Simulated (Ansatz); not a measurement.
# C2H7AlN2Si: one species, many methods

One table from this session's results is given with a row withheld; the runs are named, their logs left out.

Computed with Ansatz 0.2.0, Gaussian basis. Level: functionals in def2-TZVPP, the program's frozen cores in correlated methods.

Plan: PBE-D4, r2SCAN-D4, PBE0-D4, B3LYP-D4, ωB97X-V, ωB97M-V, B2PLYP; CCSD(T)/def2-TZVPP; MP2/def2-QZVPP; extrapolation to the limit.

**Structure used throughout**

The geometry comes from an earlier relaxation with PBE0-D4 in a triple-zeta def2 set; it is a stationary point, not always the lowest conformer.

SMILES `[CH3][Al]1[SiH2]N[C]1=N`, 13 atoms, charge 0, spin multiplicity 1.

Atoms are counted from 1 here; the program's logs count them from 0.

Bond lengths: C1–Al2 1.944 Å, C1–H7 1.093 Å, C1–H8 1.096 Å, C1–H9 1.093 Å, Al2–Si3 2.425 Å, Al2–C5 2.010 Å, Si3–N4 1.763 Å, Si3–H10 1.492 Å, Si3–H11 1.492 Å, N4–C5 1.397 Å, N4–H12 1.015 Å, C5–N6 1.274 Å, N6–H13 1.015 Å. Angles: Al2–C1–H7 112.0°, Al2–C1–H8 110.0°, Al2–C1–H9 111.9°, H7–C1–H8 107.4°, H7–C1–H9 108.4°, H8–C1–H9 107.0°, C1–Al2–Si3 150.4°, C1–Al2–C5 135.9°, Si3–Al2–C5 73.7°, Al2–Si3–N4 74.0°, Al2–Si3–H10 123.8°, Al2–Si3–H11 123.8°, N4–Si3–H10 111.9°, N4–Si3–H11 111.8°, H10–Si3–H11 106.1°, Si3–N4–C5 115.7°, Si3–N4–H12 129.0°, C5–N4–H12 115.3° and more.

The first run:

in.yaml

```yaml
crystal:
  periodic: [false, false, false]
  atoms:
    - {symbol: C, position_ang: [-0.770117, -0.584989, 2.408925]}
    - {symbol: Al, position_ang: [-0.088149, -0.333884, 0.606339]}
    - {symbol: Si, position_ang: [1.127463, -1.160725, -1.322571]}
    - {symbol: N, position_ang: [0.559828, 0.449385, -1.760753]}
    - {symbol: C, position_ang: [-0.177058, 1.119125, -0.780312]}
    - {symbol: N, position_ang: [-0.634821, 2.287700, -0.998541]}
    - {symbol: H, position_ang: [-0.954838, 0.367463, 2.912680]}
    - {symbol: H, position_ang: [-1.721148, -1.128116, 2.377466]}
    - {symbol: H, position_ang: [-0.085333, -1.173471, 3.025042]}
    - {symbol: H, position_ang: [2.614742, -1.261811, -1.385217]}
    - {symbol: H, position_ang: [0.602188, -2.205834, -2.248844]}
    - {symbol: H, position_ang: [0.691739, 0.958957, -2.628589]}
    - {symbol: H, position_ang: [-1.144096, 2.631401, -0.190623]}
basis:
  gaussian: {orbitals: def2-TZVPP}
hamiltonian: {xc: pbe, dispersion: d4}
output: {forces: true, orbitals: {seedname: orbitals}}
```

Command:

```console
$ ansatz run in.yaml --threads 4 --pin off --events-out ev --progress --plain --max-ram 10444MiB
```

Steps of the session up to this table: PBE-D4 (GGA); r2SCAN-D4 (meta-GGA); PBE0-D4 (hybrid); B3LYP-D4 (hybrid); ωB97X-V (range-separated); ωB97M-V (range-separated); B2PLYP (double hybrid); CCSD(T) in def2-TZVPP; MP2 in def2-QZVPP.

One of the session's tables, all rows but one given; the rest of the session is left out.

| method | atomisation energy (kJ/mol) |
| --- | --- |
| PBE-D4 | 4800.4 |
| r2SCAN-D4 | 4682.9 |
| PBE0-D4 | 4695.2 |
| B3LYP-D4 | 4688.0 |
| ωB97X-V | 4707.7 |
| ωB97M-V | 4696.0 |
| B2PLYP | 4622.7 |
| HF/def2-TZVPP | 3232.6 |
| MP2/def2-TZVPP | 4593.3 |
| CCSD/def2-TZVPP | ? |
| CCSD(T)/def2-TZVPP | 4520.9 |
| MP2/CBS | 4739.8 |
| CCSD(T)/CBS | 4667.4 |

Q: Estimate the row for CCSD/def2-TZVPP from the others.

**Answer.** atomisation energy (kJ/mol): 4434.2. In the column «atomisation energy (kJ/mol)» it lies between HF/def2-TZVPP (3232.6) and CCSD(T)/def2-TZVPP (4520.9).
